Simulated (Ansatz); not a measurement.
**C2H7NOSn: up Jacob's ladder to CCSD(T)**

How much do the methods differ for C2H7NOSn? The plan is to run it at one geometry with functionals of several rungs and with coupled cluster. The yardstick is the atomisation energy at the CCSD(T) limit.

Program: Ansatz 0.2.0, Gaussian basis. Level of theory: functionals in def2-TZVPP, the program's frozen cores in correlated methods. These are calculated values, not measurements.

Plan: PBE-D4, r2SCAN-D4, PBE0-D4, B3LYP-D4, ωB97X-V, ωB97M-V, B2PLYP; CCSD(T)/def2-TZVPP; MP2/def2-QZVPP; extrapolation to the limit.

### 1 The geometry

All runs share one geometry, relaxed beforehand with PBE0-D4 in a triple-zeta def2 set. Sn takes the def2 core potential; no spin-orbit term is included.

SMILES `[CH3][SnH2][O]C=N`, 12 atoms, charge 0, spin multiplicity 1.

Atoms are counted from 1 here; the program's logs count them from 0.

Bond lengths: C1–Sn2 2.126 Å, C1–H6 1.089 Å, C1–H7 1.090 Å, C1–H8 1.090 Å, Sn2–O3 2.011 Å, Sn2–H9 1.700 Å, Sn2–H10 1.707 Å, O3–C4 1.327 Å, C4–N5 1.265 Å, C4–H11 1.093 Å, N5–H12 1.021 Å. Angles: Sn2–C1–H6 109.3°, Sn2–C1–H7 109.4°, Sn2–C1–H8 110.2°, H6–C1–H7 109.2°, H6–C1–H8 109.3°, H7–C1–H8 109.3°, C1–Sn2–O3 106.0°, C1–Sn2–H9 115.1°, C1–Sn2–H10 114.1°, O3–Sn2–H9 100.0°, O3–Sn2–H10 107.4°, H9–Sn2–H10 112.7°, Sn2–O3–C4 122.1°, O3–C4–N5 130.9°, O3–C4–H11 111.1°, N5–C4–H11 118.0°, C4–N5–H12 113.1°.

### 2 PBE-D4 (GGA)

in.yaml reads:

```yaml
crystal:
  periodic: [false, false, false]
  atoms:
    - {symbol: C, position_ang: [-0.750303, 1.440929, 0.896166]}
    - {symbol: Sn, position_ang: [1.021668, 0.298276, 0.622268]}
    - {symbol: O, position_ang: [0.414899, -1.560509, 0.154364]}
    - {symbol: C, position_ang: [-0.221140, -1.831148, -0.978715]}
    - {symbol: N, position_ang: [-0.467491, -1.103495, -1.984112]}
    - {symbol: H, position_ang: [-1.327566, 1.018651, 1.718008]}
    - {symbol: H, position_ang: [-1.346627, 1.408679, -0.015087]}
    - {symbol: H, position_ang: [-0.499170, 2.476525, 1.126923]}
    - {symbol: H, position_ang: [1.896708, -0.025069, 2.042895]}
    - {symbol: H, position_ang: [2.014196, 0.848529, -0.653257]}
    - {symbol: H, position_ang: [-0.568348, -2.867880, -0.997308]}
    - {symbol: H, position_ang: [-0.089825, -0.158589, -1.898045]}
basis:
  gaussian: {orbitals: def2-TZVPP}
hamiltonian: {xc: pbe, dispersion: d4}
output: {forces: true, orbitals: {seedname: orbitals}}
```

On the command line:

```
$ ansatz run in.yaml --threads 4 --pin off --events-out ev --progress --plain --max-ram 10444MiB
```

After this run come: r2SCAN-D4 (meta-GGA); PBE0-D4 (hybrid); B3LYP-D4 (hybrid); ωB97X-V (range-separated); ωB97M-V (range-separated); B2PLYP (double hybrid); CCSD(T) in def2-TZVPP; MP2 in def2-QZVPP.

**Question.** What will the summary of the whole plan be? Wanted: atomisation energy, CCSD(T)/CBS; farthest; mean size of error, hybrid; mean size of error, range-separated; gap, smallest and largest; T1 diagnostic; triples share of the correlation energy.

**Answer**, as computed:

| quantity | value |
| --- | --- |
| atomisation energy, CCSD(T)/CBS | 4241.9 kJ/mol |
| functionals within 42.4 kJ/mol (1.0 %) | r2SCAN-D4, PBE0-D4, B3LYP-D4, ωB97X-V, ωB97M-V |
| farthest | PBE-D4 (+83.4 kJ/mol) |
| mean size of error, hybrid | 18.4 kJ/mol |
| mean size of error, range-separated | 6.4 kJ/mol |
| gap, smallest and largest | 4.96 eV (PBE-D4), 11.37 eV (ωB97X-V) |
| T1 diagnostic | 0.0145 |
| triples share of the correlation energy | 3.8 % |

PBE-D4 misses by +83.4 kJ/mol. Double hybrids carry the basis error of their MP2 part in triple zeta, and no dispersion term here, so their miss is partly the set-up's. The reference freezes the cores and leaves out spin-orbit coupling and excitations past (T), and its outer-core shells are covered unevenly, so misses under about 42.4 kJ/mol can't be ranked. All levels share the lack of spin-orbit coupling, which lowers the free heavy atoms and so the true binding. Hartree-Fock recovers 69 % of the binding; the rest is correlation. Orbital gaps span 5.0 to 11.4 eV; exact exchange widens them. Correlated methods include outer-core shells of Sn, which these sets cover unevenly.
